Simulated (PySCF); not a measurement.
**[Eu(H2O)3]3+: other functionals and bases at one geometry**

The task here is to estimate one member of a computed series from the others.

Program: PySCF 2.14.0. Level of theory: several levels, as the steps say, no spin–orbit coupling. These are calculated values, not measurements.

2 further runs of the same task are left out: 1 for a known fault of the program, 1 that didn't finish.

### Where the work starts

10 atoms, charge 3, spin multiplicity 1.

Bond lengths: Eu1–O2 2.299 Å, Eu1–O5 2.299 Å, Eu1–O8 2.299 Å, O2–H3 0.998 Å, O2–H4 0.998 Å, O5–H6 0.998 Å, O5–H7 0.998 Å, O8–H9 0.998 Å, O8–H10 0.998 Å. Angles: O2–Eu1–O5 120.0°, O2–Eu1–O8 120.0°, O5–Eu1–O8 120.0°, Eu1–O2–H3 128.6°, Eu1–O2–H4 128.6°, H3–O2–H4 102.9°, Eu1–O5–H6 128.6°, Eu1–O5–H7 128.6°, H6–O5–H7 102.9°, Eu1–O8–H9 128.6°, Eu1–O8–H10 128.6°, H9–O8–H10 102.9°.

Geometry (Å):

```csv
atom,x (Å),y (Å),z (Å)
Eu1,0.00000,0.00000,0.00000
O2,2.29948,-0.00001,0.00000
H3,2.92123,0.76573,0.14893
H4,2.92122,-0.76576,-0.14893
O5,-1.14973,1.99142,0.00000
H6,-2.12375,2.14700,0.14893
H7,-0.79745,2.91273,-0.14893
O8,-1.14975,-1.99140,0.00000
H9,-0.79748,-2.91272,0.14893
H10,-2.12378,-2.14697,-0.14893
```

Formal oxidation states: Eu +3. Each metal's 6 4f electrons lie in its core potential, so multiplicities, spins and levels count the valence alone. An earlier session relaxed this geometry at TPSS, Eu lcecp-1-SVP with ECP52, O def2-SVP, H def2-SVP (singlet, point group D3).

At TPSS on the finer grid: E = -263.378870 Eh, HOMO -23.28 eV, LUMO -17.49 eV, Mulliken charge on Eu1 +1.91 e, largest force component 0.005 eV/Å. 

Levels to run: BP86; M06-L; CAM-B3LYP; r2SCAN; TPSS, TZVP. Hardware: 2 threads of Arm Neoverse V1, shared host.

The first run:

The input, run.py (the lines that set the calculation):

```python
mol = gto.M(atom='''
Eu     0.00000     0.00000     0.00000
O      2.29948    -0.00001     0.00000
H      2.92123     0.76573     0.14893
H      2.92122    -0.76576    -0.14893
O     -1.14973     1.99142     0.00000
H     -2.12375     2.14700     0.14893
H     -0.79745     2.91273    -0.14893
O     -1.14975    -1.99140     0.00000
H     -0.79748    -2.91272     0.14893
H     -2.12378    -2.14697    -0.14893''',
    basis={'Eu': 'lcecp-1-SVP', 'O': 'def2-SVP', 'H': 'def2-SVP'},
    ecp={'Eu': 'lcecp-1-SVP'},
    charge=3, spin=0)
mf = dft.RKS(mol, xc='B88,P86')
mf.grids.atom_grid = (75, 302)  # f atoms: unpruned, at least (60, 302)
mf = mf.density_fit()  # fitting sets: Eu AutoAux, O def2-universal-JKFIT, H def2-universal-JKFIT
mf.conv_tol = 1e-08; mf.max_cycle = 55
mf.kernel(dm0)  # dm0: the density of the relaxed state
```

Launch:

```
OMP_NUM_THREADS=2 python run.py
```

Steps of the session up to this table: BP86; M06-L; CAM-B3LYP; r2SCAN; TPSS, TZVP.

One table of the session follows, with a row left open; its other results are not shown here.

```
              level  HOMO (eV)  gap (eV)  charge on Eu1 (e)  largest force component (eV/Å)
TPSS (relaxed here)     -23.28      5.79               1.91                            0.00
               BP86     -23.30      5.69               1.87                            0.17
              M06-L     -23.58      6.59               2.06                            0.53
          CAM-B3LYP          ?         ?                  ?                               ?
             r2SCAN     -23.61      6.42               1.98                            0.32
         TPSS, TZVP     -23.32      5.89               2.18                            0.38
```

**Question.** Estimate the row for CAM-B3LYP.

The run gave: HOMO (eV): -26.52; gap (eV): 10.58; charge on Eu1 (e): 1.98; largest force component (eV/Å): 0.32. In the column «HOMO (eV)» it is the lowest.

In one basis the HOMO–LUMO gap runs from 5.69 eV (BP86) to 10.58 eV (CAM-B3LYP). The largest leftover force, 0.53 eV/Å with M06-L, stands at a geometry relaxed at another level. With 4f in the core, its levels are missing from HOMO and gap, and its count is fixed, so no charge can pass from the ligands into it. Total energies of different levels can't be compared.
